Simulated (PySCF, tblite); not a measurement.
# C4H16NPSi2: geometry, infrared bands and NMR shifts

What infrared bands and NMR shifts should C4H16NPSi2 (`CC[Si@](N)(P)CC[SiH3]`) show?

Computed with tblite 0.8.0 and PySCF 2.14.0, with density-fitted response routines of our own, on a single molecule in the gas phase. Atoms are numbered from 0 throughout.

## Step 1: Starting geometry

24 atoms, charge 0, multiplicity 1; geometry from: force field or distance geometry start.

Bonds of the start (Å): C0–C1 1.50, C1–Si2 1.88, Si2–N3 1.81, Si2–P4 2.21, Si2–C5 1.85, C5–C6 1.52, C6–Si7 1.87, C0–H8 1.12, C0–H9 1.09, C0–H10 1.10, C1–H11 1.11, C1–H12 1.11, N3–H13 1.03, N3–H14 1.03, P4–H15 1.45, P4–H16 1.46, C5–H17 1.12, C5–H18 1.09, C6–H19 1.14, C6–H20 1.08, Si7–H21 1.45, Si7–H22 1.49, Si7–H23 1.46.

## Step 2: Relaxing the molecule with GFN2-xTB

What the job is given:

```
{"job": {"kind": "relax", "xc": "GFN2-xTB", "basis": "xTB"}, "charge": 0, "multiplicity": 1}
C     -2.466600     1.512000    -0.186900
C     -2.299000     0.119100     0.339900
Si    -0.659500    -0.658300    -0.143200
N     -0.767800    -1.118600    -1.894300
P     -0.219700    -2.413000     1.120800
C      0.732700     0.539800     0.035300
C      2.001000    -0.194300    -0.376700
Si     3.399500     1.027500    -0.174000
H     -3.565800     1.696400    -0.253200
H     -1.976600     1.595400    -1.155600
H     -2.062800     2.236400     0.542200
H     -2.317000     0.171900     1.451100
H     -3.092800    -0.552600    -0.049300
H     -1.108300    -0.339200    -2.470400
H     -1.434600    -1.897700    -1.952600
H      0.507500    -3.377000     0.321600
H     -1.479800    -3.023600     1.519000
H      0.883000     0.811100     1.112400
H      0.601500     1.435800    -0.569400
H      2.181100    -1.015900     0.387300
H      1.920500    -0.612400    -1.373600
H      3.610600     1.233000     1.242800
H      2.974500     2.296800    -0.818400
H      4.626600     0.547000    -0.813800
```

The run is started by

```
OMP_NUM_THREADS=1 python probes_run.py task.json out
```

The driver reads the jobs from task.json and runs them one after another.

**Question.** This job is followed by: GFN2-xTB harmonic vibrations, gas phase; GIAO PBE0/pcSseg-1 NMR shielding, non-relativistic, gas phase. Predict these results of the whole session: strongest single infrared mode (GFN2-xTB); zero-point energy (GFN2-xTB); 13C shifts against TMS (PBE0/pcSseg-1); 1H shifts against TMS (PBE0/pcSseg-1, means over atoms taken as alike); 29Si shifts against TMS (PBE0/pcSseg-1); 15N shifts against NH3 (PBE0/pcSseg-1); 31P shifts against H3PO4 (PBE0/pcSseg-1).

**Answer**, as computed:

| quantity | value |
| --- | --- |
| strongest single infrared mode (GFN2-xTB) | 794 cm⁻¹, 474 km/mol |
| zero-point energy (GFN2-xTB) | 117.8 kcal/mol |
| 13C shifts against TMS (PBE0/pcSseg-1) | 17.2, 13.5, 9.0, 4.7 ppm |
| 1H shifts against TMS (PBE0/pcSseg-1, means over atoms taken as alike) | 3.86, 1.00, 0.97, 0.88, 0.70, 0.65, 0.62, 0.56, 0.36, 0.32 ppm |
| 29Si shifts against TMS (PBE0/pcSseg-1) | 17.5, -66.5 ppm |
| 15N shifts against NH3 (PBE0/pcSseg-1) | 20.3 ppm |
| 31P shifts against H3PO4 (PBE0/pcSseg-1) | -293.1 ppm |

What this shows: Over 139 steps the energy fell by 1.016 eV; of the close pairs, Si2–N3 changed most, 1.814 to 1.736 Å. No mode is imaginary among the 66: a minimum at this level. Unscaled tight-binding wavenumbers are off by several per cent, some by more. Its intensities can rank the bands wrongly. At PBE0/pcSseg-1: The largest span, 110 ppm, is at P4, where the paramagnetic term is -358 ppm.
